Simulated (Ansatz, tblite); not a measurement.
# [closo-1,2-(F)2B6H4]2- (B₆H₄F₂ (-2)): one state, many levels

How do method and basis change the picture of [closo-1,2-(F)2B6H4]2- (B₆H₄F₂ (-2)) (singlet)?

The runs use Ansatz 0.2.0, Gaussian basis; as each input shows.

Levels to be run: GFN1-xTB, GFN2-xTB, PBE-D4/def2-TZVPD, r2SCAN-D4/def2-TZVPD, BLYP-D4/def2-TZVPD, B97M-V/def2-TZVPD, BHLYP-D4/def2-TZVPD, PBE-D4/def2-SVPD, PBE0-D4/def2-SVPD, CCSD(T)/def2-SVPD, MP2/def2-TZVPD, RPA/def2-TZVPD.

2 further runs of the same task are left out: 2 set aside as unsound or not needed.

## (1) The relaxed structure

The geometry is that of the singlet, from an earlier relaxation (PBE-D4/def2-SVPD).

12 atoms, charge -2, spin multiplicity 1.

Bond lengths: B1–B2 1.746 Å, B1–B3 1.736 Å, B1–B5 1.732 Å, B1–B6 1.746 Å, B1–F7 1.440 Å, B2–B3 1.746 Å, B2–B4 1.751 Å, B2–B5 1.751 Å, B2–H8 1.231 Å, B3–B4 1.732 Å, B3–B6 1.746 Å, B3–F9 1.440 Å, B4–B5 1.742 Å, B4–B6 1.751 Å, B4–H10 1.228 Å, B5–B6 1.751 Å, B5–H11 1.228 Å, B6–H12 1.231 Å. Angles: B2–B1–B3 60.2°, B2–B1–B5 60.5°, B2–B1–B6 91.0°, B2–B1–F7 134.5°, B3–B1–B5 90.1°, B3–B1–B6 60.2°, B3–B1–F7 134.5°, B5–B1–B6 60.5°, B5–B1–F7 135.4°, B6–B1–F7 134.5°, B1–B2–B3 59.6°, B1–B2–B4 89.1°, B1–B2–B5 59.4°, B1–B2–H8 135.3°, B3–B2–B4 59.4°, B3–B2–B5 89.1°, B3–B2–H8 135.3°, B4–B2–B5 59.6° and more.

The ion is computed in the gas phase, without counter-ions or solvent.

PBE0-D4/def2-TZVPD was run before; its log isn't repeated, and its numbers join the tables.

## (2) GFN1-xTB

Tight binding, by tblite at 300 K electronic temperature and without a spin-polarisation term:

```python
tblite.interface.Calculator('GFN1-xTB', numbers, positions, charge=-2, uhf=0).singlepoint()
```

Energy -577.6666 eV, HOMO 0.33 eV, LUMO 7.16 eV; 0.016 s.

## (3) GFN2-xTB

Tight binding, by tblite at 300 K electronic temperature and without a spin-polarisation term:

```python
tblite.interface.Calculator('GFN2-xTB', numbers, positions, charge=-2, uhf=0).singlepoint()
```

Energy -520.7158 eV, HOMO 2.47 eV, LUMO 8.48 eV; 0.013 s.

## (4) PBE-D4/def2-TZVPD

start.molden holds the orbitals of an earlier run on this state, given as this run's starting guess.

File in.yaml:

```yaml
crystal:
  periodic: [false, false, false]
  atoms:
    - {symbol: B, position_ang: [0.318631, 0.961456, -0.654429]}
    - {symbol: B, position_ang: [-1.166849, 0.426905, 0.090274]}
    - {symbol: B, position_ang: [0.298192, 0.549059, 1.031420]}
    - {symbol: B, position_ang: [-0.339693, -1.013660, 0.644458]}
    - {symbol: B, position_ang: [-0.319201, -0.599877, -1.047129]}
    - {symbol: B, position_ang: [1.148874, -0.470914, -0.101280]}
    - {symbol: F, position_ang: [0.709099, 2.128198, -1.402495]}
    - {symbol: H, position_ang: [-2.309082, 0.877037, 0.186561]}
    - {symbol: F, position_ang: [0.664915, 1.236638, 2.242246]}
    - {symbol: H, position_ang: [-0.670999, -2.005553, 1.288220]}
    - {symbol: H, position_ang: [-0.630117, -1.180797, -2.083425]}
    - {symbol: H, position_ang: [2.296232, -0.908502, -0.194410]}
basis:
  gaussian: {orbitals: def2-TZVPD, initial_orbitals: start.molden}
total_charge: -2
hamiltonian: {xc: pbe, dispersion: d4}
scf: {omitted_lower_state_checks: [starts]}
output: {orbitals: {seedname: orbitals}}
```

On the command line:

```
$ ansatz run in.yaml --threads 4 --pin off --events-out ev --progress --plain --max-ram 4787MiB
```

After this run come: r2SCAN-D4/def2-TZVPD; BLYP-D4/def2-TZVPD; B97M-V/def2-TZVPD; BHLYP-D4/def2-TZVPD; PBE-D4/def2-SVPD; PBE0-D4/def2-SVPD; CCSD(T)/def2-SVPD; MP2/def2-TZVPD; RPA/def2-TZVPD.

Before running them: what should the planned runs give, taken together? Wanted: gap in def2-TZVPD, named functionals, smallest and largest; correlation energy, CCSD(T)/def2-SVPD; correlation energy, MP2/def2-TZVPD; PBE0 total energy, smallest basis above largest.

The runs gave:

| quantity | value |
| --- | --- |
| gap in def2-TZVPD, named functionals, smallest and largest | 1.78 eV (BLYP-D4), 4.32 eV (BHLYP-D4) |
| correlation energy, CCSD(T)/def2-SVPD | -29.24 eV |
| correlation energy, MP2/def2-TZVPD | -32.72 eV |
| PBE0 total energy, smallest basis above largest | 10.12 eV (def2-SVPD, def2-TZVPD) |

In words: Orbital gaps of the named functionals in def2-TZVPD span 1.78 eV (BLYP-D4) to 4.32 eV (BHLYP-D4); exact exchange widens it. PBE-D4, BLYP-D4, r2SCAN-D4, B97M-V, PBE0-D4 put the HOMO above zero: the outermost electron is held by the basis alone.
